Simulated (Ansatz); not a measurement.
**SiHCl3 (trichlorosilane) at B3LYP/6-31G(d) (spherical functions)**

What is the energy change on altering one bond length of SiHCl3 (trichlorosilane) at B3LYP/6-31G* (spherical functions)? 

The results are computed with Ansatz 0.2.0.

44 further runs of the same task are left out: 2 that didn't finish, 42 set aside as unsound or not needed.

**1. The molecule**

SiHCl3: 5 atoms, total charge 0, spin state singlet. As SMILES, `Cl[SiH](Cl)Cl`. The shape is that of a PBE0-D4/def2-TZVP optimisation.

Bond lengths: Cl1–Si2 2.030 Å, Si2–Cl3 2.030 Å, Si2–Cl4 2.030 Å, Si2–H5 1.469 Å. Angles: Cl1–Si2–Cl3 109.5°, Cl1–Si2–Cl4 109.5°, Cl3–Si2–Cl4 109.5°, Cl1–Si2–H5 109.5°, Cl3–Si2–H5 109.4°, Cl4–Si2–H5 109.4°.

**2. A single-point energy at B3LYP/6-31G(d) (spherical functions)**

The input, input.yaml:

```yaml
basis:
  gaussian: {orbitals: 6-31G_st_-spherical.json}
crystal:
  periodic: [false, false, false]
  atoms:
    - symbol: Cl
      position_ang: [1.690930, -0.571430, 0.891880]
    - symbol: Si
      position_ang: [-0.081300, -0.012690, 0.075440]
    - symbol: Cl
      position_ang: [0.017700, 1.933700, -0.491290]
    - symbol: Cl
      position_ang: [-0.476020, -1.170520, -1.544190]
    - symbol: H
      position_ang: [-1.151310, -0.179060, 1.068150]
magnetization: {spin_polarized: false}
hamiltonian: {xc: {name: B3LYP}}
accuracy: high
output: {orbitals: {seedname: orbitals}}
```

The basis set 6-31G* is read from a file made from the Basis Set Exchange's data (not shown).

Started as:

```bash
$ ansatz run input.yaml --threads 1 --pin off --max-ram 3480MiB --events-out events.jsonl --progress --plain --runs-dir runs
```

Standard output:

```text
Warning: RAYON_NUM_THREADS=1 ignored (pool sized by the plan → 1); use --threads N
Functional definition: B3LYP
  name "B3LYP"
  parameter a0 = 0.2
  parameter ax = 0.72
  parameter ac = 0.81
  exchange = (1 - a0 - ax)*slater_x + ax*b88_x + a0*exact_x
  correlation = (1 - ac)*vwn_rpa_c + ac*lyp_c
1508 factors; integrals over basis functions are off by at most 3.9e-9 eV
mean field evaluation 1: about -45464.4325 eV, gradient 1.5e1 eV
mean field evaluation 2: about -45464.4236 eV, gradient 1.6e1 eV
mean field evaluation 4: about -45465.1016 eV, gradient 3.6e-1 eV
mean field evaluation 8: about -45465.2273 eV, gradient 1.6e-2 eV
mean field evaluation 16: about -45465.2273 eV, gradient 1.3e-6 eV
mean field -45465.22730703 eV, -1670.8162860954 hartree, gradient 1.8e-8 eV, S^2 0.000000; 0 other end points of the search recorded, 0 dependent functions left out
reference -45465.22734489 eV, -1670.8162874867 hartree; 33, 33 occupied and 41, 41 virtual orbitals, 1508 factors
Total energy: -45465.22734489 eV, -1670.8162874867 hartree
```

Wall time 3.9 s (1 thread of Intel Xeon 6975P-C (Granite Rapids), shared host); peak memory 0.26 GiB.

**3. The distorted shape, same level**

The input, molecule.yaml:

```yaml
basis:
  gaussian:
    orbitals: 6-31G_st_-spherical.json
crystal:
  periodic: [false, false, false]
  atoms:
    - {symbol: Cl, position_ang: [1.611732, -2.128501, 1.345252]}
    - {symbol: Si, position_ang: [-0.160498, -1.569761, 0.528812]}
    - {symbol: Cl, position_ang: [0.017700, 1.933700, -0.491290]}
    - {symbol: Cl, position_ang: [-0.555218, -2.727591, -1.090818]}
    - {symbol: H, position_ang: [-1.230508, -1.736131, 1.521522]}
hamiltonian:
  xc: {name: B3LYP}
accuracy: high
output: {orbitals: {seedname: orbitals}}
```

The basis set 6-31G* is read from a file made from the Basis Set Exchange's data (not shown).

Started as:

```bash
$ ansatz run molecule.yaml --threads 1 --pin off --max-ram 3480MiB --events-out events.jsonl --progress --plain --runs-dir runs
```

Standard output (excerpt; [...] marks lines left out):

```text
Warning: RAYON_NUM_THREADS=1 ignored (pool sized by the plan → 1); use --threads N
[... 7 set-up lines as earlier in the session ...]
1435 factors; integrals over basis functions are off by at most 5.1e-9 eV
mean field evaluation 1: about -45457.4330 eV, gradient 2.7e1 eV
mean field evaluation 2: about -45259.9690 eV, gradient 1.4e2 eV
mean field evaluation 4: about -45459.6256 eV, gradient 1.9e1 eV
mean field evaluation 8: about -45461.3349 eV, gradient 2.2e-1 eV
mean field evaluation 16: about -45461.4280 eV, gradient 5.1e-4 eV
mean field -45461.42795242 eV, -1670.6766623888 hartree, gradient 9.9e-8 eV, S^2 0.000000; 0 other end points of the search recorded, 0 dependent functions left out
reference -45461.42799504 eV, -1670.6766639552 hartree; 33, 33 occupied and 41, 41 virtual orbitals, 1435 factors
Total energy: -45461.42799504 eV, -1670.6766639552 hartree
```

Wall time 3.9 s (1 thread of Intel Xeon 6975P-C (Granite Rapids), shared host); peak memory 0.25 GiB.

**4. What came out**

At B3LYP/6-31G* (spherical functions):

| quantity | value |
| --- | --- |
| first shape: total energy | -1670.81629 Eh |
| first shape: HOMO energy | -9.11 eV |
| first shape: LUMO energy | -0.33 eV |
| first shape: HOMO–LUMO gap | 8.78 eV |
| distorted shape: total energy | -1670.67666 Eh |
| distorted shape: HOMO energy | -7.16 eV |
| distorted shape: LUMO energy | -5.39 eV |
| distorted shape: HOMO–LUMO gap | 1.77 eV |
| energy change with the Si2–Cl3 bond stretched from 2.030 to 3.653 Å | 3.799 eV |

What this shows: One bond (distorted shape) is far stretched, which a spin-restricted single reference describes badly; a broken-symmetry solution may lie lower. With the Si2–Cl3 bond stretched from 2.030 to 3.653 Å the energy rises by 3.80 eV (367 kJ/mol). The first shape isn't relaxed at this level, so the change isn't measured from a minimum. A restricted reference can't describe the breaking bond well at this length.
